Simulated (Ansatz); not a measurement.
# La: pressure up to the limit of the methods

The task here is to estimate one member of a computed series from the others.

Computed with Ansatz 0.2.0 (DFT, PBE, PAW with Ansatz's default frozen-core files, scalar-relativistic, unless a step's input says otherwise).

2 further runs of the same task are left out: 2 that didn't finish.

### The system as given

The structure is hexagonal, space group P6_3/mmc (No. 194). Conventional cell: a = 3.761 Å, b = 3.761 Å, c = 6.093 Å, α = 90.00°, β = 90.00°, γ = 120.00°. La (site symmetry -6m2) is surrounded by 12 La at 3.74 to 3.76 Å.

Structure file:

```xyz
2
Lattice="3.7612 0.0000 0.0000 -1.8806 3.2573 0.0000 0.0000 0.0000 6.0932" Properties=species:S:1:pos:R:3 pbc="T T T"
La    0.0000    2.1716    1.5233
La    1.8806    1.0858    4.5699
```

Whether this phase is the stable one at these pressures isn't tested.

Atoms are numbered in the order of the input: La1, La2.

Set-up of the first run:

input.yaml reads:

```yaml
crystal:
  lattice:
    - [3.7612476874, 0.0, 0.0]
    - [-1.8806238437, 3.2573360472, 0.0]
    - [0.0, 0.0, 6.0932212535]
  atoms:
    - { symbol: La, position: [0.3333333333, 0.6666666667, 0.25] }
    - { symbol: La, position: [0.6666666667, 0.3333333333, 0.75] }
kpoints:
  mp_grid: { grid: [13, 13, 7] }
scf:
  occupations: { method: fermi_dirac, width: 0.08 }
hamiltonian:
  xc: pbe
  pseudopotentials: { kind: paw }
output:
  forces: true
  stress: true
  write_density: true
  write_potential: true
  elf: true
  volumetric_format: npy
relax:
  f_tol: 0.005
  max_steps: 40
  cell: {}
```

Launch:

```sh
$ ansatz run input.yaml --threads 1 --pin off --max-ram 2048MiB --backend cpu --events-out ev --progress --plain --runs-dir out
```

Among the steps run: Cell relaxed at zero pressure, PAW; Volume scaled by 1, PAW; Shape and atoms relaxed at 0.88 of the volume, PAW; Volume scaled by 0.88, PAW; Shape and atoms relaxed at 0.78 of the volume, PAW; Volume scaled by 0.78, PAW; Shape and atoms relaxed at 0.68 of the volume, PAW; Volume scaled by 0.68, PAW; Shape and atoms relaxed at 0.58 of the volume, PAW; Volume scaled by 0.58, PAW; Shape and atoms relaxed at 0.5 of the volume, PAW; Volume scaled by 0.5, PAW; Volume scaled by 0.5, PAW (partial_waves polarizable); Shape and atoms relaxed at 0.43 of the volume, PAW; Volume scaled by 0.43, PAW; Volume scaled by 0.43, PAW (cutoff 1000 eV).

One of the session's tables, all rows but one given; the rest of the session is left out.

| method | volume over the first | volume (Å³/atom) | pressure (GPa) |
| --- | --- | --- | --- |
| PAW | 1 | 37.683 | 0.00 |
| PAW | 0.88 | 33.161 | 3.74 |
| PAW | 0.78 | 29.392 | 8.13 |
| PAW | 0.68 | ? | ? |
| PAW | 0.58 | 21.856 | 29.05 |
| PAW | 0.5 | 18.841 | 52.64 |
| PAW | 0.43 | 16.203 | 101.06 |
| PAW (cutoff 1000 eV) | 0.43 | 16.203 | 101.02 |
| PAW (partial_waves polarizable) | 0.5 | 18.841 | 52.64 |

**Question.** Estimate the row for PAW, 0.68.

The run gave: volume (Å³/atom): 25.624; pressure (GPa): 15.41. In the column «volume (Å³/atom)» it lies between PAW, 0.58 (21.856) and PAW, 0.78 (29.392).
